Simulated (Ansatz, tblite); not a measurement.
# S-phenylphenoxathiinium tetracyanoborate (C₂₂H₁₃BN₄OS): a ladder of methods and basis sets

Aim: run the singlet of S-phenylphenoxathiinium tetracyanoborate (C₂₂H₁₃BN₄OS) at one geometry on many levels, and compare frontier levels, spin and run time.

Computed with Ansatz 0.2.0, Gaussian basis. Level: as each input shows.

Plan: GFN1-xTB, GFN2-xTB, PBE-D4/def2-TZVP, r2SCAN-D4/def2-TZVP, r2SCAN0-D4/def2-TZVP, BLYP-D4/def2-TZVP, r2SCANh-D4/def2-TZVP, PBE-D4/def2-SVP, PBE0-D4/def2-SVP, HF/STO-3G, MP2/def2-SVP, RPA/def2-SVP.

### 1 The structure

The geometry is that of the singlet, from an earlier relaxation (PBE-D4/def2-SVP).

SMILES `N#C[B-](C#N)(C#N)C#N.c1ccc([S+]2c3ccccc3Oc3ccccc32)cc1`, 42 atoms, charge 0, spin multiplicity 1.

Bond lengths: N1–C2 1.172 Å, C2–B3 1.584 Å, B3–C4 1.604 Å, B3–C6 1.604 Å, B3–C8 1.601 Å, C4–N5 1.175 Å, C6–N7 1.174 Å, C8–N9 1.173 Å, C10–C11 1.406 Å, C10–C29 1.403 Å, C10–H30 1.100 Å, C11–C12 1.402 Å, C11–H31 1.100 Å, C12–C13 1.403 Å, C12–H32 1.100 Å, C13–S14 1.814 Å, C13–C28 1.405 Å, S14–C15 1.785 Å and more. Angles: N1–C2–B3 179.9°, C2–B3–C4 112.9°, C2–B3–C6 112.6°, C2–B3–C8 113.0°, C4–B3–C6 105.9°, C4–B3–C8 105.7°, C6–B3–C8 106.1°, B3–C4–N5 172.8°, B3–C6–N7 172.4°, B3–C8–N9 173.0°, C11–C10–C29 120.4°, C11–C10–H30 119.7°, C29–C10–H30 119.8°, C10–C11–C12 120.3°, C10–C11–H31 120.2°, C12–C11–H31 119.5°, C11–C12–C13 118.2°, C11–C12–H32 120.8° and more.

PBE0-D4/def2-TZVP was run before; its log isn't repeated, and its numbers join the tables.

### 2 GFN1-xTB

Tight binding, by tblite at 300 K electronic temperature and without a spin-polarisation term:

```python
tblite.interface.Calculator('GFN1-xTB', numbers, positions, charge=0, uhf=0).singlepoint()
```

Energy -2065.2683 eV, HOMO -11.22 eV, LUMO -9.18 eV; 0.13 s.

### 3 GFN2-xTB

Tight binding, by tblite at 300 K electronic temperature and without a spin-polarisation term:

```python
tblite.interface.Calculator('GFN2-xTB', numbers, positions, charge=0, uhf=0).singlepoint()
```

Energy -2006.1452 eV, HOMO -9.85 eV, LUMO -8.29 eV; 0.11 s.

### 4 PBE-D4/def2-TZVP

start.molden holds the orbitals of an earlier run on this state, given as this run's starting guess.

Input file in.yaml:

```yaml
crystal:
  periodic: [false, false, false]
  atoms:
    - {symbol: N, position_ang: [-3.184311, 2.724731, 5.126265]}
    - {symbol: C, position_ang: [-2.625344, 2.144390, 4.275213]}
    - {symbol: B, position_ang: [-1.871100, 1.359883, 3.124292]}
    - {symbol: C, position_ang: [-1.095843, 2.332188, 2.111724]}
    - {symbol: N, position_ang: [-0.482937, 2.921737, 1.301567]}
    - {symbol: C, position_ang: [-2.865084, 0.485509, 2.219469]}
    - {symbol: N, position_ang: [-3.468758, -0.185389, 1.468453]}
    - {symbol: C, position_ang: [-0.766418, 0.343258, 3.679901]}
    - {symbol: N, position_ang: [0.092777, -0.407875, 3.953154]}
    - {symbol: C, position_ang: [-0.365816, -4.411882, -0.986115]}
    - {symbol: C, position_ang: [0.802890, -3.681911, -1.265565]}
    - {symbol: C, position_ang: [0.905484, -2.337844, -0.881022]}
    - {symbol: C, position_ang: [-0.181926, -1.753776, -0.215119]}
    - {symbol: S, position_ang: [-0.178123, -0.023345, 0.328253]}
    - {symbol: C, position_ang: [-0.693831, 0.852109, -1.139699]}
    - {symbol: C, position_ang: [-2.075245, 1.000318, -1.350747]}
    - {symbol: C, position_ang: [-2.523228, 1.625385, -2.518430]}
    - {symbol: C, position_ang: [-1.593346, 2.101496, -3.460149]}
    - {symbol: C, position_ang: [-0.220003, 1.967238, -3.237181]}
    - {symbol: C, position_ang: [0.243177, 1.343490, -2.066134]}
    - {symbol: O, position_ang: [1.600734, 1.275082, -1.917660]}
    - {symbol: C, position_ang: [2.197917, 0.969423, -0.728760]}
    - {symbol: C, position_ang: [3.574277, 1.243987, -0.640607]}
    - {symbol: C, position_ang: [4.266584, 0.972401, 0.542902]}
    - {symbol: C, position_ang: [3.600206, 0.431189, 1.657309]}
    - {symbol: C, position_ang: [2.232708, 0.150547, 1.584632]}
    - {symbol: C, position_ang: [1.543170, 0.409421, 0.385667]}
    - {symbol: C, position_ang: [-1.356300, -2.463584, 0.086738]}
    - {symbol: C, position_ang: [-1.439081, -3.805843, -0.314832]}
    - {symbol: H, position_ang: [-0.436117, -5.466897, -1.291138]}
    - {symbol: H, position_ang: [1.644610, -4.162514, -1.786446]}
    - {symbol: H, position_ang: [1.821493, -1.763051, -1.083273]}
    - {symbol: H, position_ang: [-2.785841, 0.620662, -0.598869]}
    - {symbol: H, position_ang: [-3.602507, 1.743020, -2.690035]}
    - {symbol: H, position_ang: [-1.942926, 2.595865, -4.378632]}
    - {symbol: H, position_ang: [0.525564, 2.350609, -3.948143]}
    - {symbol: H, position_ang: [4.069435, 1.685647, -1.516841]}
    - {symbol: H, position_ang: [5.341872, 1.197934, 0.599815]}
    - {symbol: H, position_ang: [4.143838, 0.231017, 2.591497]}
    - {symbol: H, position_ang: [1.689936, -0.260881, 2.453164]}
    - {symbol: H, position_ang: [-2.191658, -1.973941, 0.615599]}
    - {symbol: H, position_ang: [-2.350920, -4.379804, -0.090229]}
basis:
  gaussian: {orbitals: def2-TZVP, fitting: {mean_field: def2-universal-jkfit}, initial_orbitals: start.molden}
hamiltonian: {xc: pbe, dispersion: d4}
scf: {omitted_lower_state_checks: [starts]}
output: {forces: true, orbitals: {seedname: orbitals}}
```

On the command line:

```
> ansatz run in.yaml --threads 2 --pin off --events-out ev --progress --plain --max-ram 32768MiB --backend cuda --devices 0, --max-vram 18GiB
```

After this run come: r2SCAN-D4/def2-TZVP; r2SCAN0-D4/def2-TZVP; BLYP-D4/def2-TZVP; r2SCANh-D4/def2-TZVP; PBE-D4/def2-SVP; PBE0-D4/def2-SVP; HF/STO-3G; MP2/def2-SVP; RPA/def2-SVP.

**Question.** What will the summary of the whole plan be? Wanted: gap in def2-TZVP, named functionals, smallest and largest; correlation energy, MP2/def2-SVP; binding an atom, functionals in def2-TZVP; PBE0 total energy, smallest basis above largest.

**Answer**, as computed:

```
                                                 quantity                                    value
gap in def2-TZVP, named functionals, smallest and largest  3.33 eV (BLYP-D4), 5.31 eV (r2SCAN0-D4)
                         correlation energy, MP2/def2-SVP                               -105.03 eV
                binding an atom, functionals in def2-TZVP    5.22 (r2SCAN0-D4) to 5.58 eV (PBE-D4)
          PBE0 total energy, smallest basis above largest           37.76 eV (def2-SVP, def2-TZVP)
```

What this shows: Orbital gaps of the named functionals in def2-TZVP span 3.33 eV (BLYP-D4) to 5.31 eV (r2SCAN0-D4); exact exchange widens it.
